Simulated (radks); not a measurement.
**Dy⁴¹⁺ in [Ar] 3d6.75 4p0.25: an all-electron calculation**

An exercise on one series of results from a longer session: the logs are not shown, and one member is left open.

Program: radks (a radial shooting solver on a logarithmic mesh, Libxc functionals) version 1. Level of theory: scalar-relativistic Kohn-Sham, B86b exchange with PBE correlation, spin-unpolarised, spherical densities, point nucleus. These are calculated values, not measurements, unless marked.

### The system

| Property | Result |
| --- | --- |
| element | dysprosium (Z = 66) |
| charge | +41 |
| electrons | 25 |
| configuration | [Ar] 3d6.75 4p0.25 |

The first run:

The run's settings:

```text
Z 66
configuration [Ar] 3d6.75 4p0.25 4s0 4d0
relativity scalar-relativistic
functional b86_mgc,pbe
spin unpolarised
nucleus point
c 137.035999084
```

Steps of the session up to this table: Self-consistent calculation.

One of the session's tables, all rows but one given; the rest of the session is left out.

It belongs to the step «Radial structure». From the orbitals of this run (lengths in bohr):

| level | <r> | outermost maximum (interpolated) | 90 % within | nodes |
| --- | --- | --- | --- | --- |
| 1s | 0.02111 | 0.0134 | 0.0382 | 0 |
| 2s | ? | ? | ? | ? |
| 2p | 0.07906 | 0.0615 | 0.129 | 0 |
| 3s | 0.2260 | 0.211 | 0.330 | 2 |
| 3p | 0.2229 | 0.206 | 0.331 | 1 |
| 3d | 0.1995 | 0.166 | 0.307 | 0 |
| 4s | 0.4426 | 0.440 | 0.624 | 3 |
| 4p | 0.4488 | 0.447 | 0.638 | 2 |
| 4d | 0.4391 | 0.433 | 0.637 | 1 |

Estimate the missing values for 2s.

The run gave: <r>: 0.08940; outermost maximum (interpolated): 0.0759; 90 % within: 0.138; nodes: 1. In the column «<r>» it lies between 2p (0.07906) and 3d (0.1995).
